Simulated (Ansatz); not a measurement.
# C₃H₉BF₂Si: basis-set convergence

An exercise on one series of results from a longer session: the logs are not shown, and one member is left open.

The runs use Ansatz 0.2.0, Gaussian basis; one geometry, several basis sets.

Plan: PBE0-D4/def2-SVP; ωB97M-V/def2-SVP; PBE0-D4/def2-QZVPP; ωB97M-V/def2-QZVPP; the functionals' def2-TZVPP values are taken from earlier runs.

### The geometry

All runs share one geometry, relaxed beforehand with PBE0-D4 in a triple-zeta def2 set.

SMILES `C[Si](C)(C)B(F)F`, 16 atoms, charge 0, spin multiplicity 1.

Atoms are counted from 1 here; the program's logs count them from 0.

Bond lengths: C1–Si2 1.878 Å, C1–H8 1.093 Å, C1–H9 1.093 Å, C1–H10 1.094 Å, Si2–C3 1.874 Å, Si2–C4 1.878 Å, Si2–B5 2.042 Å, C3–H11 1.093 Å, C3–H12 1.094 Å, C3–H13 1.093 Å, C4–H14 1.093 Å, C4–H15 1.094 Å, C4–H16 1.093 Å, B5–F6 1.326 Å, B5–F7 1.325 Å. Angles: Si2–C1–H8 111.6°, Si2–C1–H9 111.1°, Si2–C1–H10 110.3°, H8–C1–H9 107.9°, H8–C1–H10 107.8°, H9–C1–H10 107.9°, C1–Si2–C3 110.5°, C1–Si2–C4 109.5°, C1–Si2–B5 108.2°, C3–Si2–C4 110.5°, C3–Si2–B5 109.8°, C4–Si2–B5 108.2°, Si2–C3–H11 111.2°, Si2–C3–H12 110.8°, Si2–C3–H13 111.2°, H11–C3–H12 107.9°, H11–C3–H13 107.7°, H12–C3–H13 107.9° and more.

Set-up of the first run:

in.yaml reads:

```yaml
crystal:
  periodic: [false, false, false]
  atoms:
    - {symbol: C, position_ang: [0.408011, 0.900303, 1.568811]}
    - {symbol: Si, position_ang: [0.009903, 0.026485, -0.045171]}
    - {symbol: C, position_ang: [1.318473, -1.256452, -0.435829]}
    - {symbol: C, position_ang: [-1.683052, -0.777010, 0.076485]}
    - {symbol: B, position_ang: [-0.052050, 1.426280, -1.530432]}
    - {symbol: F, position_ang: [-0.907470, 2.438797, -1.494293]}
    - {symbol: F, position_ang: [0.742527, 1.401841, -2.590000]}
    - {symbol: H, position_ang: [1.393563, 1.371290, 1.538071]}
    - {symbol: H, position_ang: [-0.329088, 1.676335, 1.789018]}
    - {symbol: H, position_ang: [0.403871, 0.187370, 2.398372]}
    - {symbol: H, position_ang: [1.104761, -1.764450, -1.379481]}
    - {symbol: H, position_ang: [1.366198, -2.014576, 0.350855]}
    - {symbol: H, position_ang: [2.307135, -0.798942, -0.522037]}
    - {symbol: H, position_ang: [-1.943569, -1.305896, -0.843578]}
    - {symbol: H, position_ang: [-1.702555, -1.501582, 0.895661]}
    - {symbol: H, position_ang: [-2.459556, -0.032391, 0.267848]}
basis:
  gaussian: {orbitals: def2-SVP}
hamiltonian: {xc: pbe0, dispersion: d4}
output: {orbitals: {seedname: orbitals}}
```

Command:

```
> ansatz run in.yaml --threads 8 --pin off --events-out ev --progress --plain --max-ram 18278MiB
```

Among the steps run: PBE0-D4 in def2-SVP; ωB97M-V in def2-SVP; PBE0-D4 in def2-QZVPP; ωB97M-V in def2-QZVPP.

One table of the session follows, with a row left open; its other results are not shown here.

It belongs to the step «Functionals by basis». 

```
functional       basis  HOMO (eV)
   PBE0-D4    def2-SVP          ?
   PBE0-D4  def2-TZVPP      -8.12
   PBE0-D4  def2-QZVPP      -8.14
   ωB97M-V    def2-SVP     -10.19
   ωB97M-V  def2-TZVPP     -10.31
   ωB97M-V  def2-QZVPP     -10.32
```

Q: Estimate the row for PBE0-D4, def2-SVP from the others.

As computed: HOMO (eV): -8.03. In the column «HOMO (eV)» it is the highest.
